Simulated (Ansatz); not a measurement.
# ClH6N3Sn: the cost of one run

Program: Ansatz 0.2.0, Gaussian basis. Level of theory: the settings change from run to run. These are calculated values, not measurements.

## Step 1: The relaxed structure

The geometry comes from an earlier relaxation with PBE0-D4 in a triple-zeta def2 set; it is a stationary point, not always the lowest conformer. Sn takes a core potential in def2 sets; no spin-orbit term is included.

SMILES `[NH2][Sn]([NH2])([NH2])[Cl]`, 11 atoms, charge 0, spin multiplicity 1.

Atoms are counted from 1 here; the program's logs count them from 0.

Bond lengths: N1–Sn2 2.006 Å, N1–H6 1.013 Å, N1–H7 1.012 Å, Sn2–N3 2.006 Å, Sn2–N4 2.006 Å, Sn2–Cl5 2.355 Å, N3–H8 1.013 Å, N3–H9 1.012 Å, N4–H10 1.013 Å, N4–H11 1.012 Å. Angles: Sn2–N1–H6 112.0°, Sn2–N1–H7 113.6°, H6–N1–H7 108.2°, N1–Sn2–N3 109.1°, N1–Sn2–N4 109.2°, N1–Sn2–Cl5 109.8°, N3–Sn2–N4 109.2°, N3–Sn2–Cl5 109.8°, N4–Sn2–Cl5 109.7°, Sn2–N3–H8 112.0°, Sn2–N3–H9 113.6°, H8–N3–H9 108.2°, Sn2–N4–H10 112.0°, Sn2–N4–H11 113.6°, H10–N4–H11 108.2°.

Geometry (Å):

| atom | x (Å) | y (Å) | z (Å) |
| --- | --- | --- | --- |
| N1 | -1.6453 | 0.9940 | -0.1465 |
| Sn2 | 0.1750 | 0.1732 | 0.0414 |
| N3 | 0.1621 | -1.1081 | 1.5843 |
| N4 | 0.6253 | -0.8233 | -1.6400 |
| Cl5 | 1.7750 | 1.8591 | 0.4181 |
| H6 | -1.9550 | 1.0133 | -1.1104 |
| H7 | -1.7069 | 1.9335 | 0.2243 |
| H8 | -0.6423 | -0.9723 | 2.1840 |
| H9 | 0.9952 | -1.0622 | 2.1568 |
| H10 | 1.0160 | -1.7371 | -1.4463 |
| H11 | 1.2665 | -0.3270 | -2.2455 |

## Step 2: B3LYP/def2-TZVPP

This run has unrestricted orbitals, finite nuclei, D4 dispersion, the search for lower states set to off.

in.yaml

```yaml
crystal:
  periodic: [false, false, false]
  atoms:
    - {symbol: N, position_ang: [-1.645319, 0.994035, -0.146541]}
    - {symbol: Sn, position_ang: [0.174974, 0.173227, 0.041417]}
    - {symbol: N, position_ang: [0.162130, -1.108104, 1.584289]}
    - {symbol: N, position_ang: [0.625296, -0.823266, -1.639967]}
    - {symbol: Cl, position_ang: [1.775014, 1.859060, 0.418089]}
    - {symbol: H, position_ang: [-1.955016, 1.013283, -1.110375]}
    - {symbol: H, position_ang: [-1.706936, 1.933491, 0.224311]}
    - {symbol: H, position_ang: [-0.642267, -0.972256, 2.184021]}
    - {symbol: H, position_ang: [0.995181, -1.062216, 2.156803]}
    - {symbol: H, position_ang: [1.015983, -1.737119, -1.446276]}
    - {symbol: H, position_ang: [1.266459, -0.327035, -2.245472]}
basis:
  gaussian: {orbitals: def2-TZVPP, nuclear_model: gaussian}
magnetization: {spin_polarized: true, initial_magnetization: 0}
hamiltonian: {xc: {name: B3LYP}, dispersion: d4}
scf: {lower_state_search: off}
output: {forces: true}
```

Command:

```sh
ansatz run in.yaml --threads 4 --pin off --events-out ev --progress --plain --max-ram 11315MiB
```

What time and memory should one allow on 4 threads of Arm Neoverse V2, shared host?

About 6.5 s, with a peak of 0.94 GiB.
